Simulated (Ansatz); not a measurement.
# FH5W: the cost of one run

Method: RKS r2SCANh/def2-SVP, in Ansatz 0.2.0.

## (1) Starting point

Bond lengths: W1–F2 1.850 Å, W1–H3 1.720 Å, W1–H4 1.720 Å, W1–H5 1.720 Å, W1–H6 1.720 Å, W1–H7 1.720 Å. Angles (14 of 15 angles, heavy atoms first): F2–W1–H3 90.0°, F2–W1–H4 90.0°, F2–W1–H5 90.0°, F2–W1–H6 90.0°, F2–W1–H7 180.0°, H3–W1–H4 90.0°, H3–W1–H5 180.0°, H3–W1–H6 90.0°, H3–W1–H7 90.0°, H4–W1–H5 90.0°, H4–W1–H6 180.0°, H4–W1–H7 90.0°, H5–W1–H6 90.0°, H5–W1–H7 90.0°.

Coordinates:

```xyz
7

W     0.0000    0.0000    0.0000
F     0.0000    0.0000    1.8500
H     1.7200    0.0000    0.0000
H     0.0000    1.7200    0.0000
H    -1.7200    0.0000    0.0000
H     0.0000   -1.7200    0.0000
H     0.0000    0.0000   -1.7200
```

## (2) Preparing the start

File input.yaml:

```yaml
crystal:
  periodic: [false, false, false]
  atoms:
    - { symbol: W, position_ang: [0.0, 0.0, 0.0] }
    - { symbol: F, position_ang: [0.0, 0.0, 1.85] }
    - { symbol: H, position_ang: [1.72, 0.0, 0.0] }
    - { symbol: H, position_ang: [0.0, 1.72, 0.0] }
    - { symbol: H, position_ang: [-1.72, 0.0, 0.0] }
    - { symbol: H, position_ang: [0.0, -1.72, 0.0] }
    - { symbol: H, position_ang: [0.0, 0.0, -1.72] }
basis:
  gaussian: { orbitals: def2-SVP }
hamiltonian:
  xc: r2scanh
relax:
  f_tol: 0.02
  max_steps: 40
```

Started as:

```sh
> ansatz run input.yaml --threads 1 --pin off --max-ram 2048MiB --backend cpu --events-out ev --progress --plain --runs-dir out
```

**Question.** How long does this run take on 1 thread of Arm Neoverse V1, shared host, and how much memory does it need?

About 2.2 min, with a peak of 0.16 GiB.
